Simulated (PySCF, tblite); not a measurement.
# C₁₇H₁₀B radical: spin distribution

Aim: compute the spin distribution of C₁₇H₁₀B radical (`[CH]1C=CB2C=c3c4c(cc5ccc1c2c35)C=CC=4`).

Computed with tblite 0.8.0 and PySCF 2.14.0 and routines of our own; the level stands in each step. Atoms count from 0.

## 1. The starting structure

28 atoms, charge 0, multiplicity 2; geometry from: force field, distance geometry or constructed start.

## 2. Optimising the geometry with GFN2-xTB

Job settings and geometry (Å):

```
{"job": {"kind": "relax", "xc": "GFN2-xTB", "basis": "xTB"}, "charge": 0, "multiplicity": 2}
C      3.785700     0.558500     0.047000
C      3.910100    -0.970500     0.048000
C      2.957600    -1.823600     0.505200
B      1.589600    -1.229400     0.999200
C      0.112500    -1.797800     0.904700
C     -0.668700    -0.754900     0.564200
C     -2.024100    -0.713300     0.236500
C     -2.574200     0.452200    -0.275800
C     -1.801800     1.596700    -0.553500
C     -0.427900     1.551300    -0.246300
C      0.517400     2.520600    -0.658800
C      1.908400     2.252200    -0.519800
C      2.343300     1.046300     0.077200
C      1.387000     0.215300     0.612300
C      0.063800     0.408000     0.384900
C     -3.979000     0.178400    -0.552000
C     -4.194100    -1.087000    -0.207800
C     -2.943200    -1.672000     0.298800
H      4.333400     0.987900     0.914000
H      4.856600    -1.393300    -0.282200
H      3.106800    -2.891000     0.485100
H     -0.210100    -2.824600     0.981500
H     -2.241600     2.463300    -1.035000
H      0.190400     3.419600    -1.161100
H      2.633800     2.951600    -0.927400
H     -4.712000     0.856200    -0.977400
H     -5.140400    -1.602100    -0.300400
H     -2.792000    -2.682100     0.647400
```

Started as:

```console
> OMP_NUM_THREADS=1 python large_run.py task.json out
```

This one command runs all jobs of the session in turn.

Standard output:

```text
step      E/eV     max force
  0   -1157.38767    4.429
  1   -1158.11075    2.253
  2   -1158.37244    1.403
  3   -1158.52058    1.327
  4   -1158.68228    1.196
  5   -1158.83112    1.332
  6   -1158.97229    1.522
  7   -1159.09717    1.056
  8   -1159.20048    0.844
  9   -1159.28336    0.754
 10   -1159.35322    0.748
 11   -1159.42276    0.714
 12   -1159.48762    0.894
 13   -1159.54773    0.519
 14   -1159.59379    0.391
 15   -1159.61433    0.309
 16   -1159.63144    0.248
 17   -1159.64506    0.241
 18   -1159.65578    0.230
 19   -1159.66404    0.193
 20   -1159.67267    0.225
 21   -1159.68246    0.272
 22   -1159.69282    0.228
 23   -1159.70169    0.200
 24   -1159.70950    0.201
 25   -1159.71860    0.273
 26   -1159.72949    0.297
 27   -1159.73930    0.197
 28   -1159.74660    0.142
 29   -1159.75266    0.173
 30   -1159.75904    0.230
 31   -1159.76545    0.190
 32   -1159.77038    0.156
 33   -1159.77366    0.112
 34   -1159.77615    0.104
 35   -1159.77835    0.092
 36   -1159.78050    0.088
 37   -1159.78271    0.093
 38   -1159.78491    0.121
 39   -1159.78681    0.097
 40   -1159.78833    0.087
 41   -1159.78965    0.097
 42   -1159.79105    0.092
 43   -1159.79252    0.091
 44   -1159.79386    0.077
 45   -1159.79500    0.071
 46   -1159.79613    0.081
 47   -1159.79731    0.094
 48   -1159.79848    0.077
 49   -1159.79945    0.077
 50   -1159.80041    0.075
 51   -1159.80143    0.075
 52   -1159.80241    0.065
 53   -1159.80331    0.057
 54   -1159.80426    0.064
 55   -1159.80537    0.082
 56   -1159.80651    0.075
 57   -1159.80753    0.064
 58   -1159.80851    0.078
 59   -1159.80966    0.089
 60   -1159.81120    0.083
 61   -1159.81310    0.091
 62   -1159.81524    0.108
 63   -1159.81740    0.109
 64   -1159.81949    0.142
 65   -1159.82116    0.090
 66   -1159.82234    0.058
 67   -1159.82303    0.049
 68   -1159.82373    0.056
 69   -1159.82449    0.052
 70   -1159.82518    0.050
 71   -1159.82566    0.048
 72   -1159.82597    0.033
 73   -1159.82619    0.027
 74   -1159.82637    0.029
 75   -1159.82652    0.029
 76   -1159.82667    0.023
 77   -1159.82680    0.020
 78   -1159.82691    0.018
```

Run time: 1.2 s. Hardware: 1 thread of Arm Neoverse V2, shared host.

Along the way:

| step | energy from step 0 (eV) | largest force (eV/Å) |
| --- | --- | --- |
| 0 | 0.0000 | 4.4293 |
| 1 | -0.7231 | 2.2524 |
| 2 | -0.9848 | 1.4029 |
| 3 | -1.1329 | 1.3274 |
| 4 | -1.2946 | 1.1960 |
| 5 | -1.4434 | 1.3326 |
| 6 | -1.5846 | 1.5216 |
| 7 | -1.7095 | 1.0552 |
| 8 | -1.8128 | 0.8443 |
| 14 | -2.2061 | 0.3908 |
| 20 | -2.2850 | 0.2253 |
| 26 | -2.3418 | 0.2970 |
| 32 | -2.3827 | 0.1560 |
| 38 | -2.3972 | 0.1207 |
| 44 | -2.4062 | 0.0771 |
| 50 | -2.4127 | 0.0749 |
| 56 | -2.4188 | 0.0758 |
| 62 | -2.4276 | 0.1086 |
| 68 | -2.4361 | 0.0560 |
| 74 | -2.4387 | 0.0292 |
| 75 | -2.4389 | 0.0297 |
| 76 | -2.4390 | 0.0224 |
| 77 | -2.4391 | 0.0203 |
| 78 | -2.4392 | 0.0179 |

Distances of close pairs at the start and the end, largest changes first:

| bond | before (Å) | after (Å) | change (Å) |
| --- | --- | --- | --- |
| C0–C1 | 1.534 | 1.400 | -0.134 |
| C0–C12 | 1.523 | 1.413 | -0.110 |
| C6–C7 | 1.387 | 1.475 | +0.088 |
| C5–C14 | 1.386 | 1.461 | +0.075 |
| C2–B3 | 1.571 | 1.515 | -0.056 |
| C10–C11 | 1.423 | 1.373 | -0.051 |
| C6–C17 | 1.330 | 1.379 | +0.049 |
| C16–C17 | 1.471 | 1.423 | -0.048 |

The end geometry stands in the next job.

## 3. Spin distribution: UKS B3LYP/def2-SVP

Job settings and geometry (Å):

```
{"job": {"kind": "spin", "xc": "B3LYP", "basis": "def2-SVP", "grid": 1}, "charge": 0, "multiplicity": 2}
C      3.715186     0.520483     0.094179
C      4.014647    -0.785192     0.501110
C      3.100546    -1.806307     0.754060
B      1.630156    -1.490692     0.569762
C      0.157304    -2.026156     0.614465
C     -0.694256    -0.990575     0.266608
C     -2.091249    -0.839345     0.108093
C     -2.615844     0.477806    -0.298064
C     -1.833734     1.569302    -0.545516
C     -0.414738     1.457893    -0.413292
C      0.559722     2.464330    -0.655974
C      1.904050     2.225392    -0.512625
C      2.383831     0.950942    -0.102124
C      1.423740    -0.029510     0.139677
C      0.072987     0.219644    -0.018138
C     -4.039103     0.328892    -0.387206
C     -4.357080    -0.963615    -0.073119
C     -3.171134    -1.686975     0.235275
H      4.529392     1.214232    -0.069431
H      5.069877    -1.004430     0.628466
H      3.523257    -2.753700     1.068380
H     -0.232877    -3.005536     0.849277
H     -2.277366     2.510125    -0.846243
H      0.222321     3.441683    -0.973882
H      2.612541     3.016088    -0.721592
H     -4.721627     1.111871    -0.660809
H     -5.345551    -1.386777    -0.060200
H     -3.137536    -2.723458     0.517390
```

Level: UKS B3LYP/def2-SVP single point, non-relativistic, gas phase.

Standard output:

```text
start: PBE on a coarse grid of 24393 points
cycle   1  E = -676.9634678545  dE =  2.988e+00  |g| = 5.086e-01  |ddm| = 5.711e+00
cycle   2  E = -675.4558913992  dE =  1.508e+00  |g| = 1.402e+00  |ddm| = 2.855e+00
cycle   3  E = -676.6855455035  dE = -1.230e+00  |g| = 7.320e-01  |ddm| = 2.749e+00
cycle   4  E = -677.0824584135  dE = -3.969e-01  |g| = 2.657e-01  |ddm| = 1.199e+00
cycle   5  E = -677.0801210041  dE =  2.337e-03  |g| = 2.606e-01  |ddm| = 6.882e-01
cycle   6  E = -677.1263821106  dE = -4.626e-02  |g| = 1.068e-01  |ddm| = 4.089e-01
cycle   7  E = -677.1325563104  dE = -6.174e-03  |g| = 3.980e-02  |ddm| = 1.824e-01
cycle   8  E = -677.1331245366  dE = -5.682e-04  |g| = 2.806e-02  |ddm| = 8.964e-02
cycle   9  E = -677.1336204397  dE = -4.959e-04  |g| = 1.093e-02  |ddm| = 5.011e-02
cycle  10  E = -677.1336988232  dE = -7.838e-05  |g| = 3.130e-03  |ddm| = 1.860e-02
final grid: 107896 points
cycle  11  E = -678.1342558927  dE = -6.571e-03  |g| = 2.443e-02  |ddm| = 3.300e-01
cycle  12  E = -678.1334661935  dE =  7.897e-04  |g| = 4.400e-02  |ddm| = 1.157e-01
cycle  13  E = -678.1346588008  dE = -1.193e-03  |g| = 1.581e-02  |ddm| = 7.560e-02
cycle  14  E = -678.1348344113  dE = -1.756e-04  |g| = 5.725e-03  |ddm| = 2.495e-02
cycle  15  E = -678.1348722414  dE = -3.783e-05  |g| = 3.758e-03  |ddm| = 1.299e-02
cycle  16  E = -678.1349074478  dE = -3.521e-05  |g| = 2.182e-03  |ddm| = 1.453e-02
cycle  17  E = -678.1349250046  dE = -1.756e-05  |g| = 1.655e-03  |ddm| = 1.009e-02
cycle  18  E = -678.1349400186  dE = -1.501e-05  |g| = 9.871e-04  |ddm| = 1.221e-02
cycle  19  E = -678.1349459893  dE = -5.971e-06  |g| = 8.423e-04  |ddm| = 6.454e-03
cycle  20  E = -678.1349536063  dE = -7.617e-06  |g| = 6.717e-04  |ddm| = 7.833e-03
cycle  21  E = -678.1349572732  dE = -3.667e-06  |g| = 5.532e-04  |ddm| = 7.441e-03
cycle  22  E = -678.1349607183  dE = -3.445e-06  |g| = 3.594e-04  |ddm| = 1.004e-02
cycle  23  E = -678.1349629311  dE = -2.213e-06  |g| = 2.339e-04  |ddm| = 5.821e-03
cycle  24  E = -678.1349630812  dE = -1.501e-07  |g| = 1.650e-04  |ddm| = 2.439e-03
cycle  25  E = -678.1349626588  dE =  4.224e-07  |g| = 1.409e-04  |ddm| = 1.603e-03
cycle  26  E = -678.1349628327  dE = -1.739e-07  |g| = 5.856e-05  |ddm| = 1.123e-03
converged SCF energy = -678.1349628327
<S^2> = 0.7975

atom   charge     spin (Mulliken)
  0 C    0.0452   0.4330
  1 C   -0.0279  -0.1475
  2 C    0.1526   0.3243
  3 B   -0.2651   0.0748
  4 C    0.0614  -0.1026
  5 C    0.0683   0.1668
  6 C    0.0511  -0.0353
  7 C    0.0965   0.0461
  8 C   -0.0507  -0.0335
  9 C    0.0804   0.0752
 10 C   -0.0204  -0.0582
 11 C    0.0166   0.0726
 12 C    0.0631  -0.1223
 13 C    0.0283   0.2130
 14 C    0.0028  -0.0929
 15 C    0.0082   0.1014
 16 C    0.0399   0.0009
 17 C   -0.0429   0.1211
 18 H   -0.0345  -0.0195
 19 H   -0.0197   0.0040
 20 H   -0.0104  -0.0136
 21 H   -0.0312   0.0027
 22 H   -0.0347   0.0012
 23 H   -0.0408   0.0023
 24 H   -0.0420  -0.0031
 25 H   -0.0345  -0.0046
 26 H   -0.0269  -0.0009
 27 H   -0.0327  -0.0054

charge  mult   E - E0 / eV    <S^2>
   0     4       1.0187     3.782
   1     1       6.7385     0.155
  -1     1      -2.1177     0.275
```

It took 2.4 min on 1 thread of Arm Neoverse V2, shared host; peak memory 0.58 GiB.

In short:

| quantity | value |
| --- | --- |
| ⟨S²⟩ | 0.798 |

Mulliken spin populations:

C0 0.43; C1 -0.15; C2 0.32; B3 0.07; C4 -0.10; C5 0.17; C6 -0.04; C7 0.05; C8 -0.03; C9 0.08; C10 -0.06; C11 0.07; C12 -0.12; C13 0.21; C14 -0.09; C15 0.10; C16 0.00; C17 0.12; H18 -0.02; H19 0.00; H20 -0.01; H21 0.00; H22 0.00; H23 0.00; H24 0.00; H25 0.00; H26 0.00; H27 -0.01

The fields below are evaluated on a grid from the run's orbitals.

ELF in a plane through or near 28 of the atoms.

Values, 10 rows by 14 columns:
```
0.00 0.00 0.00 0.00 0.00 0.00 0.00 0.00 0.00 0.00 0.00 0.00 0.00 0.00
0.00 0.00 0.00 0.00 0.02 0.00 0.00 0.04 0.00 0.00 0.00 0.00 0.00 0.00
0.00 0.00 0.00 0.87 0.99 0.02 0.06 1.00 0.22 0.82 0.93 0.00 0.00 0.00
0.00 0.00 0.77 0.09 0.38 0.84 0.95 0.39 0.03 0.77 0.79 0.10 0.49 0.00
0.00 0.02 0.98 0.50 0.54 0.61 0.52 0.33 0.93 0.72 0.79 0.87 0.98 0.00
0.00 0.00 0.06 0.74 0.67 0.83 0.81 0.38 0.12 0.37 0.21 0.36 0.00 0.00
0.00 0.00 0.75 0.96 0.15 0.74 0.33 0.40 0.34 0.52 0.46 1.00 0.11 0.00
0.00 0.00 0.00 0.00 0.99 0.84 0.50 0.36 0.75 0.99 0.00 0.10 0.00 0.00
0.00 0.00 0.00 0.00 0.57 0.03 0.82 0.96 0.01 0.15 0.00 0.00 0.00 0.00
0.00 0.00 0.00 0.00 0.00 0.00 0.00 0.00 0.00 0.00 0.00 0.00 0.00 0.00
```
The map spans 16.0 Å across and 12.3 Å up, centred on the molecule. Atoms in the plane (x, y in Å): C0 (-3.7, -0.4), C1 (-4.0, 1.0), C2 (-3.0, 2.0), B3 (-1.6, 1.6), C4 (-0.1, 2.1), C5 (0.7, 1.0), C6 (2.1, 0.8), C7 (2.6, -0.6), C8 (1.8, -1.7), C9 (0.4, -1.5), C10 (-0.6, -2.5), C11 (-2.0, -2.2), C12 (-2.4, -0.9), C13 (-1.4, 0.1), C14 (-0.1, -0.2), C15 (4.0, -0.6), C16 (4.4, 0.8), C17 (3.2, 1.6), H18 (-4.6, -1.0), H19 (-5.0, 1.3), H20 (-3.4, 3.1), H21 (0.3, 3.1), H22 (2.2, -2.7), H23 (-0.3, -3.6), H24 (-2.7, -3.0), H25 (4.7, -1.4), H26 (5.4, 1.1), H27 (3.2, 2.7).

On the surface of density 0.002 e/bohr³ the electrostatic potential runs, from the 1st to the 99th percentile, from -0.53 V near C2 to 0.96 V near H22.

The spin density lies nearest to C0 18 %; C2 14 %; C13 9 %; C5, C17 about 6 % each.

## 4. Outcome

| quantity | value |
| --- | --- |
| ⟨S²⟩ (step 3, UKS B3LYP/def2-SVP) | 0.798 |
| largest Mulliken spins | C0 +0.43, C2 +0.32, C13 +0.21, C5 +0.17 |
| charge 0, multiplicity 4 | +1.02 eV from this state |
| charge 1, multiplicity 1 | +6.74 eV from this state |
| charge -1, multiplicity 1 | -2.12 eV from this state |
| potential on the surface of density 0.002 e/bohr³, 1st and 99th percentile | -0.53 V and 0.96 V |

What this shows: The largest spin population, +0.43, lies on C0.
